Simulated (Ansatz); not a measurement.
# H4OSeSi: the cost of one run

Computed with Ansatz 0.2.0 through its Python package. Level of theory: PBE0/def2-SVP.

## Step 1: Starting point

Bond lengths: O1–Si2 1.706 Å, Si2–Se3 2.251 Å, O1–H4 1.014 Å, Si2–H5 1.484 Å, Si2–H6 1.481 Å, Se3–H7 1.539 Å. Angles: O1–Si2–Se3 107.0°, O1–Si2–H5 109.4°, O1–Si2–H6 111.8°, Se3–Si2–H5 109.6°, Se3–Si2–H6 109.6°, H5–Si2–H6 109.4°, Si2–O1–H4 99.3°, Si2–Se3–H7 92.4°.

No structure file is read: the coordinates are typed or built in the script.

## Step 2: The script

File run_pa.py:

```python
"""Proton affinity of H4OSeSi at one site."""

import ansatz as az
import numpy as np

BASIS_SET = "def2-SVP"
XC = "pbe0"
CHARGE = 1
FORCE_TOL = 0.01


def main() -> None:
    geometry_ang = [
        ("O", [-1.1821, -0.745, -0.4884]),
        ("Si", [-0.0946, 0.4315, 0.0979]),
        ("Se", [1.4332, -0.649, 1.3493]),
        ("H", [-1.7887, -0.1477, -1.0399]),
        ("H", [0.5778, 1.096, -1.0463]),
        ("H", [-0.7816, 1.4515, 0.924]),
        ("H", [1.8973, -1.5054, 0.1579]),
    ]
    molecule = az.Crystal.molecule()
    for symbol, xyz in geometry_ang:
        molecule = molecule.atom(symbol, xyz)

    calc = molecule.calculation()
    calc = calc.basis(gaussian=BASIS_SET).functional(XC)
    symbols = [site.symbol for site in molecule.cartesian_sites]
    start = np.array([site.position_ang for site in molecule.cartesian_sites], dtype=float)
    report = calc.relax(force_tolerance=0.01, max_steps=100).run(threads=1).report
    end = np.array(report["positions_ang"])

    # start the new hydrogen opposite the existing bonds
    away = sum((end[0] - end[j]) / np.linalg.norm(end[0] - end[j]) for j in [1, 3]) + np.array([0.15, 0.1, -0.2])
    proton = end[0] + 1.0 * away / np.linalg.norm(away)
    acid = az.Crystal.molecule()
    for symbol, place in zip(symbols, end):
        acid = acid.atom(symbol, place.tolist())
    acid = acid.atom("H", proton.tolist())
    protonated = (
        acid.calculation()
        .basis(gaussian=BASIS_SET)
        .functional(XC)
        .charge(CHARGE)
        .relax(force_tolerance=FORCE_TOL, max_steps=80)
    )
    after = protonated.run(threads=1).report
    xyz = np.array(after["positions_ang"])
    reach = np.linalg.norm(xyz[:-1] - xyz[-1], axis=1)
    print(f"base {report['free_energy_ev']:.5f} eV, protonated {after['free_energy_ev']:.5f} eV")
    print(f"the proton ends {reach.min():.3f} A from {symbols[reach.argmin()]}{reach.argmin()}")
    print(f"electronic proton affinity {96.485332 * (report['free_energy_ev'] - after['free_energy_ev']):.1f} kJ/mol")


if __name__ == "__main__":
    main()
```

## Step 3: What the engine is handed

The engine receives this input (first run):

```yaml
crystal:
  periodic: [false, false, false]
  atoms:
    - { symbol: O, position_ang: [-1.1821, -0.745, -0.4884] }
    - { symbol: Si, position_ang: [-0.0946, 0.4315, 0.0979] }
    - { symbol: Se, position_ang: [1.4332, -0.649, 1.3493] }
    - { symbol: H, position_ang: [-1.7887, -0.1477, -1.0399] }
    - { symbol: H, position_ang: [0.5778, 1.096, -1.0463] }
    - { symbol: H, position_ang: [-0.7816, 1.4515, 0.924] }
    - { symbol: H, position_ang: [1.8973, -1.5054, 0.1579] }
basis:
  gaussian:
    orbitals: def2-SVP
hamiltonian:
  xc: pbe0
relax:
  f_tol: 0.01
  max_steps: 100
```

## Step 4: The run

Run with:

```bash
python run_pa.py
```

**Question.** How long does this script take on 1 thread of Arm Neoverse V1, shared host, and how much memory does it need?

About 2.9 min, with a peak of 0.26 GiB.
